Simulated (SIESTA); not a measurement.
CsLiCr2Te2S3:

```
CELL_PARAMETERS angstrom
7.05684 0.00000 0.00788
0.00000 3.98060 0.00000
-2.68302 0.00000 8.67869
ATOMIC_POSITIONS crystal
Cs 0.07739 0.00000 0.37706
Li 0.86424 0.50000 0.78883
Cr 0.12646 0.00000 0.94616
Cr 0.59290 0.50000 0.97165
Te 0.50838 0.00000 0.15270
Te 0.55612 0.00000 0.74893
S 0.87426 0.00000 0.68502
S 0.25176 0.50000 0.84402
S 0.96294 0.50000 0.05357
```

The cell was built by a generator and needn't be a form met in nature.

| Item | Value |
| --- | --- |
| Program | SIESTA 5.4.2 |
| Task | single point |
| Functional | PBE |
| Potentials or basis | PseudoDojo 0.4 standard (PBE files) |
| Basis | DZP (energy shift 0.003 Ry; two zetas on semicore shells; d shell added on Cs) |
| Grid cutoff | 800 Ry |
| Energy shift | 0.003 Ry |
| k mesh | 4 × 7 × 3 |
| Occupations | fermi-dirac, width 0.05 eV |
| Spin | collinear spin, ferromagnetic start |
| Starting moments | [0.0, 0.0, 3.0, 3.0, 0.0, 0.0, 0.0, 0.0, 0.0] μB |

On this cell: pressure 0.8 GPa; largest force 0.418 eV/Å; net moment 6.00 μB per cell; site moments Cs -0.02; Li -0.02; Cr +3.58, +3.45; Te -0.39, -0.17; S -0.06, -0.22, -0.14 μB; band gap on the k mesh 0.42 eV, indirect (least direct gap 0.73 eV).

The same run follows on a disturbed copy (atoms moved at random, drawn with an rms of 0.05 Å):

```xyz
9
Lattice="7.0568 0.0000 0.0079 0.0000 3.9806 0.0000 -2.6830 0.0000 8.6787" Properties=species:S:1:pos:R:3 pbc="T T T"
Cs   -0.5102    0.0046    3.2479
Li    3.9409    2.0005    6.8914
Cr   -1.6178   -0.0123    8.2452
Cr    1.5965    1.9926    8.4277
Te    3.1641   -0.0243    1.2857
Te    1.8951   -0.0055    6.5411
S     4.3146   -0.0424    5.9251
S    -0.4716    2.0209    7.3285
S     6.6185    2.0143    0.4643
```

What does the disturbed cell give?

The energy moves by +8.8 meV/atom; pressure 1.1 GPa; largest force 0.603 eV/Å; net moment 6.00 μB per cell; site moments Cs -0.02; Li -0.02; Cr +3.60, +3.41; Te -0.37, -0.17; S -0.07, -0.23, -0.13 μB; band gap on the k mesh 0.36 eV, indirect (least direct gap 0.71 eV).

Forces on the atoms (eV/Å):
```
Cs   0.035  0.019  0.076
Li   0.163 -0.361 -0.319
Cr  -0.391  0.148 -0.407
Cr  -0.122 -0.063  0.183
Te   0.173  0.137  0.560
Te  -0.113  0.025 -0.428
S    0.279  0.387  0.084
S   -0.271 -0.202 -0.123
S    0.245 -0.089  0.373
```

Stress tensor (GPa, compression positive):
```
 1.22 -0.03 -0.02
-0.03  0.74 -0.05
-0.02 -0.05  1.48
```

Caveats: spin-orbit coupling is left out, which moves the levels of the heavy elements; an odd mesh through Γ misses points on the zone boundary, where band edges often lie; the basis of atomic orbitals isn't converged, which shifts pressures, moduli and gaps; only a ferromagnetic start was run, and an antiferromagnetic order may lie lower in energy.
